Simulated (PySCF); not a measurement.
# A diatomic session: GaF−

One table from this session's results is given with a row withheld; the runs are named, their logs left out.

Computed with PySCF 2.14.0. Level: Ga def2-TZVPPD, F def2-TZVPPD, no relativity.

2 further runs of the same task are left out: 2 set aside as unsound or not needed.

Set-up of the first run:

A driver script around PySCF takes these settings:

```yaml
atoms: Ga, F
charge: -1
basis: Ga def2-TZVPPD, F def2-TZVPPD
Hamiltonian: no relativity
basis_functions: 94
electrons_treated: 41
masses_in_u: 68.9256, 18.9984
levels: PBE0, PBE, r²SCAN, M06, M06-L, B3LYP, BLYP, PBEsol, CAM-B3LYP, HF, MP2, SCS-MP2, CCSD, CCSD(T)
grid: 80 radial by 434 angular points
occupations: held fixed by the projection of orbital angular momentum
dissociation_limit: Ga + F−, each in its ground configuration
starting_distance_in_angstrom: 1.920
values_of_2S_to_try: 1, 3
```

On the command line:

```
> OMP_NUM_THREADS=2 python dia.py task.json out
```

Among the steps run: Input; PBE0 along the bond; PBE (GGA); r²SCAN; M06; M06-L; B3LYP (global hybrid GGA); BLYP; PBEsol (GGA); CAM-B3LYP (range-separated hybrid); UHF (mean field); Adding correlation.

One of the session's tables, all rows but one given; the rest of the session is left out.

Energy (eV) from each level's lowest point:

| R (Å) | UHF | UHF-MP2 | UHF-SCS-MP2 | UHF-CCSD | UHF-CCSD(T) |
| --- | --- | --- | --- | --- | --- |
| 1.627 | 0.585 | 0.683 | 0.698 | n/a | n/a |
| 1.703 | 0.220 | 0.289 | 0.299 | 0.266 | 0.282 |
| 1.778 | ? | ? | ? | ? | ? |
| 1.835 | 0.000 | 0.017 | 0.019 | 0.010 | 0.014 |
| 1.892 | 0.004 | 0.000 | 0.000 | 0.000 | 0.000 |
| 1.949 | 0.044 | 0.021 | 0.018 | 0.027 | 0.023 |
| 2.024 | 0.133 | 0.088 | 0.083 | 0.103 | 0.095 |
| 2.119 | 0.279 | 0.213 | 0.204 | 0.237 | 0.224 |
| 2.233 | 0.473 | 0.393 | 0.379 | 0.424 | 0.408 |
| 2.384 | 0.731 | 0.645 | 0.625 | n/a | n/a |

**Question.** Estimate the row for R (Å) = 1.778.

Worked estimate for «UHF». A straight line through the neighbours (1.703, 0.220) and (1.835, 0.000) gives 0.220 + (0.000 − 0.220) × (1.778 − 1.703) / (1.835 − 1.703) = 0.095; a parabola fitted to 4 rows on both sides gives 0.037.

The run gave: UHF: 0.046; UHF-MP2: 0.085; UHF-SCS-MP2: 0.090; UHF-CCSD: 0.071; UHF-CCSD(T): 0.080. In «UHF» the line misses by +0.049 and the parabola by -0.009.

To keep in mind: Lowest PBE0 solution found, without spin–orbit coupling: ²Π (doublet), unpaired electrons π ↑. Warnings in the runs' records: inverted.
